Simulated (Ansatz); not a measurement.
**doublet [SiF4]+ at 6 levels**

Aim: a comparison of 6 runs (UHF/3-21G, UB3LYP/6-31G*, U-r2SCAN/6-311+G**, U-revPBE/6-311+G**, UPBE0/6-311+G**, USVWN5/6-311+G**) of doublet [SiF4]+. 

Program for the calculation: Ansatz 0.2.0.

19 further runs of the same task are left out: 2 that didn't finish, 17 set aside as unsound or not needed.

### Step 1. Starting point

The species is [SiF4]+ (5 atoms), meant as a doublet with charge +1. As SMILES of the parent species, `F[Si](F)(F)F`. The shape is that of a PBE0-D4/def2-TZVP optimisation. That shape belongs to the parent species and isn't relaxed for this state.

Bond lengths: F1–Si2 1.562 Å, Si2–F3 1.562 Å, Si2–F4 1.562 Å, Si2–F5 1.562 Å. Angles: F1–Si2–F3 109.5°, F1–Si2–F4 109.5°, F1–Si2–F5 109.5°, F3–Si2–F4 109.5°, F3–Si2–F5 109.5°, F4–Si2–F5 109.5°.

### Step 2. The energy at UHF/3-21G (run 1)

molecule.yaml

```yaml
crystal:
  periodic: [false, false, false]
  atoms:
    - {symbol: F, position_ang: [0.143200, -0.791930, 1.338460]}
    - {symbol: Si, position_ang: [0.000000, -0.000000, -0.000000]}
    - {symbol: F, position_ang: [-1.047100, 1.144420, 0.181750]}
    - {symbol: F, position_ang: [-0.477230, -0.967810, -1.129040]}
    - {symbol: F, position_ang: [1.381130, 0.615320, -0.391170]}
basis:
  gaussian: {orbitals: 3-21G.json}
total_charge: 1
magnetization: {spin_polarized: true, initial_magnetization: 1}
hamiltonian: {xc: hf}
accuracy: high
output: {orbitals: {seedname: orbitals}}
```

The basis set 3-21G is read from a file made from the Basis Set Exchange's data (not shown).

On the command line:

```sh
$ ansatz run molecule.yaml --threads 1 --pin off --max-ram 3480MiB --events-out events.jsonl --progress --plain --runs-dir runs
```

The log of the run, cut to the lines that bear on the results:

```text
Warning: RAYON_NUM_THREADS=1 ignored (pool sized by the plan → 1); use --threads N
Functional definition: HF
  name "HF"
[...]
1012 factors; integrals over basis functions are off by at most 4.5e-9 eV
[...]
mean field -18577.04813596 eV, -682.6939270212 hartree, gradient 4.3e-8 eV, S^2 0.751816; 6 other end points of the search recorded, 0 dependent functions left out
reference -18577.04813596 eV, -682.6939270212 hartree; 25, 24 occupied and 24, 25 virtual orbitals, 1012 factors
Total energy: -18577.04813596 eV, -682.6939270212 hartree
```

Wall time 16 s (1 thread of Arm Neoverse V2, shared host); peak memory 0.19 GiB.

### Step 3. A single-point energy at UB3LYP/6-31G(d) (Cartesian functions) (run 2)

Edit molecule.yaml of step 2 so:

```diff
@@ -1 +1,3 @@
+basis:
+  gaussian: {orbitals: "6-31G*"}
 crystal:
@@ -8,7 +10,5 @@
     - {symbol: F, position_ang: [1.381130, 0.615320, -0.391170]}
-basis:
-  gaussian: {orbitals: 3-21G.json}
 total_charge: 1
 magnetization: {spin_polarized: true, initial_magnetization: 1}
-hamiltonian: {xc: hf}
+hamiltonian: {xc: {name: B3LYP}}
 accuracy: high
```

On the command line:

```sh
$ ansatz run molecule.yaml --threads 1 --pin off --max-ram 3480MiB --events-out events.jsonl --progress --plain --runs-dir runs
```

The log of the run:

```text
Warning: RAYON_NUM_THREADS=1 ignored (pool sized by the plan → 1); use --threads N
Functional definition: B3LYP
  name "B3LYP"
  parameter a0 = 0.2
  parameter ax = 0.72
  parameter ac = 0.81
  exchange = (1 - a0 - ax)*slater_x + ax*b88_x + a0*exact_x
  correlation = (1 - ac)*vwn_rpa_c + ac*lyp_c
1570 factors; integrals over basis functions are off by at most 3.0e-9 eV
mean field evaluation 1: about -18729.6489 eV, gradient 5.0e1 eV
mean field evaluation 2: about -18723.1639 eV, gradient 6.9e1 eV
mean field evaluation 4: about -18736.3975 eV, gradient 6.3e0 eV
mean field evaluation 8: about -18736.5950 eV, gradient 3.0e-1 eV
mean field evaluation 16: about -18736.5966 eV, gradient 1.4e-2 eV
mean field evaluation 32: about -18736.5966 eV, gradient 1.0e-5 eV
mean field -18736.59661571 eV, -688.5572255060 hartree, gradient 3.0e-8 eV, S^2 0.754888; 5 other end points of the search recorded, 0 dependent functions left out
reference -18736.59664947 eV, -688.5572267467 hartree; 25, 24 occupied and 54, 55 virtual orbitals, 1570 factors
Total energy: -18736.59664947 eV, -688.5572267467 hartree
```

It took 19 s on 1 thread of Arm Neoverse V2, shared host; peak memory 0.34 GiB.

Runs 3 to 5 aren't shown in full; the table further down has their settings and results.

### Step 4. The energy at USVWN5/6-311+G(d,p) (run 6)

in.yaml

```yaml
crystal:
  periodic: [false, false, false]
  atoms:
    - {symbol: F, position_ang: [0.143200, -0.791930, 1.338460]}
    - {symbol: Si, position_ang: [0.000000, -0.000000, -0.000000]}
    - {symbol: F, position_ang: [-1.047100, 1.144420, 0.181750]}
    - {symbol: F, position_ang: [-0.477230, -0.967810, -1.129040]}
    - {symbol: F, position_ang: [1.381130, 0.615320, -0.391170]}
basis:
  gaussian:
    orbitals: 6-311+G_st__st_-spherical.json
total_charge: 1
magnetization:
  spin_polarized: true
  initial_magnetization: 1
hamiltonian:
  xc: {name: SVWN5}
accuracy: high
output: {orbitals: {seedname: orbitals}}
```

The basis set 6-311+G** is read from a file made from the Basis Set Exchange's data (not shown).

On the command line:

```sh
$ ansatz run in.yaml --threads 1 --pin off --max-ram 3480MiB --events-out events.jsonl --progress --plain --runs-dir runs
```

The log of the run:

```text
Warning: RAYON_NUM_THREADS=1 ignored (pool sized by the plan → 1); use --threads N
Functional definition: SVWN5
  name "SVWN5"
  exchange = slater_x
  correlation = vwn5_c
2151 factors; integrals over basis functions are off by at most 1.8e-8 eV
mean field evaluation 1: about -18630.8417 eV, gradient 6.4e1 eV
mean field evaluation 2: about -18597.1112 eV, gradient 1.2e2 eV
mean field evaluation 4: about -18637.8541 eV, gradient 2.8e1 eV
mean field evaluation 8: about -18639.8251 eV, gradient 1.7e1 eV
mean field evaluation 16: about -18641.0409 eV, gradient 2.4e-1 eV
mean field evaluation 32: about -18640.0144 eV, gradient 2.9e0 eV
mean field evaluation 64: about -18641.0295 eV, gradient 3.1e0 eV
mean field evaluation 96: about -18640.8118 eV, gradient 6.7e0 eV
mean field evaluation 128: about -18640.0069 eV, gradient 3.1e0 eV
mean field -18641.05986162 eV, -685.0463145503 hartree, gradient 2.6e-8 eV, S^2 0.751439; 6 other end points of the search recorded, 0 dependent functions left out
reference -18641.05986832 eV, -685.0463147966 hartree; 25, 24 occupied and 93, 94 virtual orbitals, 2151 factors
Total energy: -18641.05986832 eV, -685.0463147966 hartree
```

Run time: 31 s. Hardware: 1 thread of Arm Neoverse V2, shared host; peak memory 0.37 GiB.

### Step 5. Overview of the runs

```
run                                level  Cartesian functions  energy (Eh)  HOMO energy (eV)  LUMO energy (eV)   ⟨S²⟩  wall time
  1                            UHF/3-21G                   no  -682.693927            -24.50            -13.11  0.752       16 s
  2  UB3LYP/6-31G* (Cartesian functions)                  yes  -688.557227            -19.68            -18.02  0.755       19 s
  3                   U-r2SCAN/6-311+G**                   no  -688.513469            -18.94            -18.68  0.754    2.4 min
  4                   U-revPBE/6-311+G**                   no  -688.503475            -18.35            -18.27  0.752       57 s
  5                      UPBE0/6-311+G**                   no  -688.171470            -20.27            -18.23  0.757       38 s
  6                     USVWN5/6-311+G**                   no  -685.046315            -18.71                 –  0.751       31 s
```

### Step 6. Results

| quantity | value |
| --- | --- |
| run 6: total energy | -685.04631 Eh |
| run 6: HOMO energy (highest over α and β) | -18.71 eV |
| run 6: ⟨S²⟩ | 0.751 |

**Reading.** Totals of different functionals can't be ranked against each other. All runs together took 5.1 min, the longest 2.4 min.
